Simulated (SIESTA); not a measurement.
The system is Ba2Tl5V3O12.

```
Ba V Tl O
1.0
     6.65272    0.04946    0.02017
     2.86070    8.36464    0.00384
     2.68279    2.46936    9.19569
Ba V Tl O
2 3 5 12
Direct
  0.80419 0.04665 0.02264
  0.21205 0.95157 0.34012
  0.74540 0.70796 0.33582
  0.25963 0.26599 0.03225
  0.04074 0.07695 0.66106
  0.25636 0.39847 0.35003
  0.58966 0.34866 0.60553
  0.57327 0.88069 0.66842
  0.74552 0.49664 0.11648
  0.11891 0.64206 0.74303
  0.28433 0.09717 0.54175
  0.85350 0.49575 0.34386
  0.40255 0.20448 0.17282
  0.88414 0.05377 0.55967
  0.14017 0.47956 0.98899
  0.54627 0.73631 0.48712
  0.90594 0.24279 0.73262
  0.61543 0.80058 0.18857
  0.05538 0.16451 0.10164
  0.08209 0.90404 0.80708
  0.44178 0.20123 0.89187
  0.94269 0.80417 0.30862
```

The cell was built by a generator and needn't be a form met in nature.

Base run:

| Quantity | Value |
| --- | --- |
| Program | SIESTA 5.4.2 |
| Functional | PBE |
| Potentials or basis | PseudoDojo 0.4 standard (PBE files) |
| Basis | DZP (energy shift 0.003 Ry; two zetas on semicore shells; d shell added on Ba) |
| Grid cutoff | 800 Ry |
| Energy shift | 0.003 Ry |
| k mesh | 5 × 4 × 3 |
| Occupations | fermi-dirac, width 0.05 eV |
| Spin | collinear spin, ferromagnetic start |
| Starting moments | [0.0, 0.0, 2.0, 2.0, 2.0, 0.0, 0.0, 0.0, 0.0, 0.0, 0.0, 0.0, 0.0, 0.0, 0.0, 0.0, 0.0, 0.0, 0.0, 0.0, 0.0, 0.0] μB |

Its results: band gap on the k mesh 2.86 eV, indirect (least direct gap 2.97 eV); pressure 1.1 GPa; net moment 0.00 μB per cell; largest force 0.372 eV/Å.

Problem. After a change of settings the same cell gave: band gap on the k mesh 2.90 eV, indirect (least direct gap 3.00 eV); pressure 3.5 GPa; net moment 0.00 μB per cell; largest force 0.766 eV/Å. Which change was it?
A. functional from PBE to BLYP
B. functional from PBE to LDA; potentials or basis from PseudoDojo 0.4 standard (PBE files) to PseudoDojo 0.4 standard (LDA files)
C. functional from PBE to PBEsol; potentials or basis from PseudoDojo 0.4 standard (PBE files) to PseudoDojo 0.4 standard (PBEsol files)
D. functional from PBE to AM05; potentials or basis from PseudoDojo 0.4 standard (PBE files) to PseudoDojo 0.4 standard (PBEsol files)

Solution. A.

BLYP binds less tightly than PBE, so the same cell stands under more pressure.

Caveats: this set's barium file shifts pressures by up to 1 GPa against other sets; spin-orbit coupling is left out, which as a rule narrows the gap of such compounds by several tenths of an eV; the basis of atomic orbitals isn't converged, which shifts pressures, moduli and gaps; the potentials were made for another functional, which shifts forces and pressure (some runs).
